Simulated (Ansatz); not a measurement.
# TiAl: the cost of one run

Program: the Python package of Ansatz 0.2.0. The levels of theory stand in the script. These are calculated values, not measurements.

## Step 1: Starting point

Symmetry: P4/mmm, No. 123, tetragonal system. The conventional cell has a = 2.837 Å, b = 2.837 Å, c = 4.059 Å, α = 90.00°, β = 90.00°, γ = 90.00°. Around Ti (site symmetry 4/mmm) lie 4 Ti at 2.84 Å and 8 Al at 2.85 Å. Al (site symmetry 4/mmm) has 4 Al at 2.84 Å and 8 Ti at 2.85 Å as nearest neighbours.

No structure file is read: the coordinates are typed or built in the script.

## Step 2: Script

tial_paw_lapw.py reads:

```python
"""PAW against all-electron LAPW for TiAl."""

import ansatz as az
from ase import Atoms
import numpy as np


def count_gap(report):
    # lowest empty less highest filled band, counting bands; zero where they overlap
    return max(report.get("gap_by_band_count_ev") or 0.0, 0.0)

atoms = Atoms(
    ["Ti", "Al"],
    scaled_positions=[
        (0.0, 0.0, 0.0),
        (0.5, 0.5, 0.5),
    ],
    cell=[
        (2.8373, 0.0, 0.0),
        (0.0, 2.8373, 0.0),
        (0.0, 0.0, 4.0591),
    ],
    pbc=True,
)
tial = az.Crystal.from_ase(atoms)

base = (
    tial.calculation()
    .kpoints(mesh=(9, 9, 6))
    .functional(az.Functional.LDA)
    .occupations("fermi_dirac")
    .stress()
    .forces()
    .band_table()
)
variants = {
    "PAW": base.pseudopotentials("paw"),
    "LAPW": base.pseudopotentials("all_electron", lapw=True),
}
# totals differ by the cores that each treatment holds, so compare what does not depend on them
rows = []
for label, variant in variants.items():
    summary = variant.run().report
    levels = np.array(summary["eigenvalues_ev"][0]) - summary["fermi_energy_ev"]
    print(label, "levels at the first k-point near E_F:", np.round(levels[np.abs(levels) < 5], 3))
    rows.append((label, summary["n_electrons"], np.trace(summary["stress_gpa"]) / 3, count_gap(summary)))
lines = [",".join(["treatment", "electrons in bands", "P GPa", "gap by band count eV"])] + [",".join(f"{v:.4f}" if isinstance(v, float) else str(v) for v in row) for row in rows]
print("\n".join(lines))
with open("paw_lapw.csv", "w") as handle:
    handle.write("\n".join(lines) + "\n")
```

## Step 3: What the engine is handed

The engine receives this input (first run):

```yaml
crystal:
  lattice:
    - [2.8373, 0.0, 0.0]
    - [0.0, 2.8373, 0.0]
    - [0.0, 0.0, 4.0591]
  atoms:
    - { symbol: Ti, position: [0.0, 0.0, 0.0] }
    - { symbol: Al, position: [0.5, 0.5, 0.5] }
kpoints:
  mp_grid:
    grid: [9, 9, 6]
hamiltonian:
  xc: lda
  pseudopotentials:
    kind: paw
scf:
  occupations:
    method: fermi_dirac
output:
  forces: true
  stress: true
  eigenvalues: true
```

## Step 4: Launch

Run with:

```bash
python tial_paw_lapw.py
```

Q: Estimate wall time and peak memory on 1 thread of Arm Neoverse N1, shared host.

About 18 s, with a peak of 0.49 GiB.
